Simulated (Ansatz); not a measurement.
FeCO3 (Siderite):

```
Fe O C
1.0
     2.34435    1.35351    5.12433
    -2.34435    1.35351    5.12433
     0.00000   -2.70702    5.12433
Fe O C
2 6 2
Direct
  0.50000 0.50000 0.50000
  0.00000 0.00000 0.00000
  0.02430 0.75000 0.47570
  0.75000 0.47570 0.02430
  0.47570 0.02430 0.75000
  0.97570 0.25000 0.52430
  0.25000 0.52430 0.97570
  0.52430 0.97570 0.25000
  0.75000 0.75000 0.75000
  0.25000 0.25000 0.25000
```

```yaml
Program: Ansatz 0.2.0
Task: relaxation of cell and atoms
Functional: PBEsol
Potentials_or_basis: Ansatz PAW
Cutoff: "420 eV (not typed: the program's choice for these potentials)"
k_mesh: 7 × 7 × 7
Occupations: fermi-dirac, width 0.05 eV
Spin: collinear spin, ferromagnetic start
Starting_moments: "[3.0, 3.0, 0.0, 0.0, 0.0, 0.0, 0.0, 0.0, 0.0, 0.0] μB"
```

At the start: volume 9.76 Å³/atom.

Q: Where does the relaxation end?

A: It ends after 7 steps and the volume is 9.39 Å³/atom (-3.7 %); space group R-3c (No. 167, to 0.05 Å); moment 8.00 μB per cell.

Step by step:
| step | energy change (eV) | largest force (eV/Å) | volume (Å³) |
| --- | --- | --- | --- |
| 1 | 0.0000 | 0.5173 | 97.56 |
| 2 | -0.0661 | 0.1950 | 95.30 |
| 3 | -0.0802 | 0.0294 | 94.11 |
| 4 | -0.0799 | 0.0035 | 94.17 |
| 5 | -0.0638 | 0.0042 | 94.17 |
| 6 | -0.0655 | 0.0008 | 93.94 |
| 7 | -0.0642 | 0.0006 | 93.94 |

Final structure:
```
Fe O C
1.0
     2.33683    1.34917    4.96574
    -2.33683    1.34917    4.96574
     0.00000   -2.69833    4.96574
Fe O C
2 6 2
Direct
  0.50000 0.50000 0.50000
  0.00000 0.00000 0.00000
  0.02635 0.75000 0.47365
  0.75000 0.47365 0.02635
  0.47365 0.02635 0.75000
  0.97365 0.25000 0.52635
  0.25000 0.52635 0.97365
  0.52635 0.97365 0.25000
  0.75000 0.75000 0.75000
  0.25000 0.25000 0.25000
```

Caveat: the plane-wave basis is chosen anew once the cell has moved, so the energies of steps on either side of that aren't comparable; the pressure holds a Pulay correction of +0.9 GPa for the finite cutoff; only a ferromagnetic start was run, and an antiferromagnetic order may lie lower in energy; the PAW data sets come from PBE, with cores solved anew for the run's functional, which leaves a small shift of forces and pressure.
